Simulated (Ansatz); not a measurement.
# C₂H₈CdN₂: small, medium and large basis sets

One table from this session's results is given with a row withheld; the runs are named, their logs left out.

Method: one geometry, several basis sets; program: Ansatz 0.2.0, Gaussian basis.

Plan: PBE0-D4/def2-SVP; ωB97M-V/def2-SVP; PBE0-D4/def2-QZVPP; ωB97M-V/def2-QZVPP; the functionals' def2-TZVPP values are taken from earlier runs.

## Structure used throughout

The geometry comes from an earlier relaxation with PBE0-D4 in a triple-zeta def2 set; it is a stationary point, not always the lowest conformer. Cd takes the def2 core potential; no spin-orbit term is included.

SMILES `C[N](C)[Cd][NH2]`, 13 atoms, charge 0, spin multiplicity 1.

Atoms are counted from 1 here; the program's logs count them from 0.

Bond lengths: C1–N2 1.438 Å, C1–H6 1.105 Å, C1–H7 1.102 Å, C1–H8 1.093 Å, N2–C3 1.438 Å, N2–Cd4 1.998 Å, C3–H9 1.105 Å, C3–H10 1.093 Å, C3–H11 1.102 Å, Cd4–N5 2.003 Å, N5–H12 1.013 Å, N5–H13 1.013 Å. Angles: N2–C1–H6 113.6°, N2–C1–H7 110.5°, N2–C1–H8 111.4°, H6–C1–H7 106.5°, H6–C1–H8 107.5°, H7–C1–H8 107.0°, C1–N2–C3 111.8°, C1–N2–Cd4 121.0°, C3–N2–Cd4 121.2°, N2–C3–H9 113.6°, N2–C3–H10 111.4°, N2–C3–H11 110.5°, H9–C3–H10 107.5°, H9–C3–H11 106.5°, H10–C3–H11 107.0°, N2–Cd4–N5 173.6°, Cd4–N5–H12 113.0°, Cd4–N5–H13 113.1° and more.

Set-up of the first run:

Contents of in.yaml:

```yaml
crystal:
  periodic: [false, false, false]
  atoms:
    - {symbol: C, position_ang: [-1.205147, -1.035880, -0.851319]}
    - {symbol: N, position_ang: [0.030037, -0.520401, -0.324983]}
    - {symbol: C, position_ang: [0.797611, -1.542887, 0.332565]}
    - {symbol: Cd, position_ang: [0.202663, 1.400265, 0.199313]}
    - {symbol: N, position_ang: [0.318493, 3.374661, 0.515021]}
    - {symbol: H, position_ang: [-1.874174, -1.455938, -0.079130]}
    - {symbol: H, position_ang: [-1.009856, -1.847452, -1.571092]}
    - {symbol: H, position_ang: [-1.764585, -0.263029, -1.385281]}
    - {symbol: H, position_ang: [0.279134, -2.000879, 1.193862]}
    - {symbol: H, position_ang: [1.753121, -1.153191, 0.694027]}
    - {symbol: H, position_ang: [1.027654, -2.363560, -0.366243]}
    - {symbol: H, position_ang: [0.277362, 3.621834, 1.496256]}
    - {symbol: H, position_ang: [1.167708, 3.786449, 0.147002]}
basis:
  gaussian: {orbitals: def2-SVP}
hamiltonian: {xc: pbe0, dispersion: d4}
output: {orbitals: {seedname: orbitals}}
```

Command:

```
$ ansatz run in.yaml --threads 4 --pin off --events-out ev --progress --plain --max-ram 11315MiB
```

Among the steps run: PBE0-D4 in def2-SVP; ωB97M-V in def2-SVP; PBE0-D4 in def2-QZVPP; ωB97M-V in def2-QZVPP.

One of the session's tables, all rows but one given; the rest of the session is left out.

It belongs to the step «Density functionals: the series». 

| functional | basis | HOMO (eV) |
| --- | --- | --- |
| PBE0-D4 | def2-SVP | -5.41 |
| PBE0-D4 | def2-TZVPP | -5.55 |
| PBE0-D4 | def2-QZVPP | -5.58 |
| ωB97M-V | def2-SVP | ? |
| ωB97M-V | def2-TZVPP | -7.83 |
| ωB97M-V | def2-QZVPP | -7.86 |

Q: Estimate the row for ωB97M-V, def2-SVP from the others.

As computed: HOMO (eV): -7.68. In the column «HOMO (eV)» it lies between ωB97M-V, def2-TZVPP (-7.83) and PBE0-D4, def2-QZVPP (-5.58).
